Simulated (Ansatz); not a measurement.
# C₂H₆O₂Si: basis-set convergence

The task here is to estimate one member of a computed series from the others.

Computed with Ansatz 0.2.0, Gaussian basis. Level: one geometry, several basis sets.

The runs, in order: PBE0-D4/def2-SVP; ωB97M-V/def2-SVP; PBE0-D4/def2-QZVPP; ωB97M-V/def2-QZVPP; the functionals' def2-TZVPP values are taken from earlier runs.

## Structure used throughout

An earlier PBE0-D4 in a triple-zeta def2 set relaxation fixed the geometry.

SMILES `CO[Si]OC`, 11 atoms, charge 0, spin multiplicity 1.

Atoms are counted from 1 here; the program's logs count them from 0.

Bond lengths: C1–O2 1.407 Å, C1–H6 1.094 Å, C1–H7 1.092 Å, C1–H8 1.093 Å, O2–Si3 1.642 Å, Si3–O4 1.642 Å, O4–C5 1.407 Å, C5–H9 1.092 Å, C5–H10 1.094 Å, C5–H11 1.093 Å. Angles: O2–C1–H6 110.5°, O2–C1–H7 108.7°, O2–C1–H8 111.9°, H6–C1–H7 108.3°, H6–C1–H8 108.8°, H7–C1–H8 108.5°, C1–O2–Si3 139.2°, O2–Si3–O4 108.4°, Si3–O4–C5 139.2°, O4–C5–H9 108.7°, O4–C5–H10 110.5°, O4–C5–H11 111.9°, H9–C5–H10 108.3°, H9–C5–H11 108.5°, H10–C5–H11 108.8°.

Geometry (Å):

```xyz
11
charge 0, multiplicity 1
C    -1.2950    0.8778   -0.6106
O    -1.2037    0.9442    0.7921
Si   -0.1767    0.5004    1.9943
O     1.0206   -0.4143    1.3409
C     1.3529   -1.0154    0.1126
H    -1.7631   -0.0609   -0.9205
H    -1.9179    1.7039   -0.9602
H    -0.3144    0.9572   -1.0873
H     1.9881   -1.8821    0.3078
H     1.9092   -0.3165   -0.5183
H     0.4655   -1.3513   -0.4304
```

The first run:

Input file in.yaml:

```yaml
crystal:
  periodic: [false, false, false]
  atoms:
    - {symbol: C, position_ang: [-1.295043, 0.877761, -0.610596]}
    - {symbol: O, position_ang: [-1.203744, 0.944249, 0.792088]}
    - {symbol: Si, position_ang: [-0.176699, 0.500355, 1.994339]}
    - {symbol: O, position_ang: [1.020644, -0.414345, 1.340882]}
    - {symbol: C, position_ang: [1.352881, -1.015439, 0.112627]}
    - {symbol: H, position_ang: [-1.763150, -0.060875, -0.920490]}
    - {symbol: H, position_ang: [-1.917940, 1.703878, -0.960160]}
    - {symbol: H, position_ang: [-0.314442, 0.957163, -1.087267]}
    - {symbol: H, position_ang: [1.988072, -1.882115, 0.307772]}
    - {symbol: H, position_ang: [1.909234, -0.316467, -0.518333]}
    - {symbol: H, position_ang: [0.465489, -1.351267, -0.430362]}
basis:
  gaussian: {orbitals: def2-SVP}
hamiltonian: {xc: pbe0, dispersion: d4}
output: {orbitals: {seedname: orbitals}}
```

Steps of the session up to this table: PBE0-D4 in def2-SVP; ωB97M-V in def2-SVP; PBE0-D4 in def2-QZVPP; ωB97M-V in def2-QZVPP.

One of the session's tables, all rows but one given; the rest of the session is left out.

It belongs to the step «Density functionals: the series». 

| functional | basis | HOMO (eV) |
| --- | --- | --- |
| PBE0-D4 | def2-SVP | -6.77 |
| PBE0-D4 | def2-TZVPP | -6.93 |
| PBE0-D4 | def2-QZVPP | ? |
| ωB97M-V | def2-SVP | -8.90 |
| ωB97M-V | def2-TZVPP | -9.08 |
| ωB97M-V | def2-QZVPP | -9.12 |

Estimate the missing values for PBE0-D4, def2-QZVPP.

As computed: HOMO (eV): -6.97. In the column «HOMO (eV)» it lies between ωB97M-V, def2-SVP (-8.90) and PBE0-D4, def2-TZVPP (-6.93).
